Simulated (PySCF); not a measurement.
# LaO(OH): other functionals and bases at one geometry

An exercise on one series of results from a longer session: the logs are not shown, and one member is left open.

Program: PySCF 2.14.0. Level of theory: several levels, as the steps say, no spin–orbit coupling. These are calculated values, not measurements.

1 further run of the same task is left out (for a known fault of the program).

**The starting structure**

4 atoms, charge 0, spin multiplicity 1.

Bond lengths: La1–O2 1.947 Å, La1–O3 2.195 Å, La1–H4 2.972 Å, O3–H4 0.961 Å. Angles: O2–La1–O3 108.9°, O2–La1–H4 96.2°, O3–La1–H4 12.7°, La1–O3–H4 137.0°, La1–H4–O3 30.2°.

Geometry (Å):

```
atom     x (Å)     y (Å)     z (Å)
 La1   0.00023  -0.03839  -0.50024
  O2   1.29374   0.02849   0.95408
  O3  -2.02439   0.02214   0.34576
  H4  -2.42018   0.07623   1.22025
```

Formal oxidation states: La +3. An earlier session relaxed this geometry at PBE0, La def2-SVP with ECP46, O def2-SVP, H def2-SVP (singlet, point group Cs).

At PBE0 on the finer grid: E = -182.421202 Eh, HOMO -6.08 eV, LUMO -1.67 eV, Mulliken charge on La1 +0.79 e, largest force component 0.008 eV/Å. 

Levels to run: TPSS; revPBE; PBE0, TZVP. Hardware: 2 threads of AMD EPYC 7R43 (Zen 3), shared host.

Set-up of the first run:

File run.py (the lines that set the calculation):

```python
mol = gto.M(atom='''
La     0.00023    -0.03839    -0.50024
O      1.29374     0.02849     0.95408
O     -2.02439     0.02214     0.34576
H     -2.42018     0.07623     1.22025''',
    basis={'La': 'def2-SVP', 'O': 'def2-SVP', 'H': 'def2-SVP'},
    ecp={'La': 'def2-SVP'},
    charge=0, spin=0)
mf = dft.RKS(mol, xc='TPSS')
mf.grids.atom_grid = (75, 302)  # f atoms: unpruned, at least (60, 302)
mf = mf.density_fit()  # fitting sets: La def2-universal-JKFIT, O def2-universal-JKFIT, H def2-universal-JKFIT
mf.conv_tol = 1e-08; mf.max_cycle = 55
mf.kernel(dm0)  # dm0: the density of the relaxed state
```

On the command line:

```bash
OMP_NUM_THREADS=2 python run.py
```

Steps of the session up to this table: TPSS; revPBE; PBE0, TZVP.

One of the session's tables, all rows but one given; the rest of the session is left out.

```
              level  HOMO (eV)  gap (eV)  charge on La1 (e)  dipole (D)  largest force component (eV/Å)
PBE0 (relaxed here)      -6.08      4.41               0.79        6.14                            0.01
               TPSS          ?         ?                  ?           ?                               ?
             revPBE      -4.72      2.53               0.65        5.59                            0.89
         PBE0, TZVP      -6.17      4.45               1.11        6.45                            0.36
```

Estimate the missing values for TPSS.

As computed: HOMO (eV): -4.74; gap (eV): 2.69; charge on La1 (e): 0.72; dipole (D): 5.77; largest force component (eV/Å): 0.81. In the column «HOMO (eV)» it lies between PBE0 (relaxed here) (-6.08) and revPBE (-4.72).

In one basis the HOMO–LUMO gap runs from 2.53 eV (revPBE) to 4.41 eV (PBE0). The largest leftover force, 0.89 eV/Å with revPBE, stands at a geometry relaxed at another level. Total energies of different levels can't be compared.
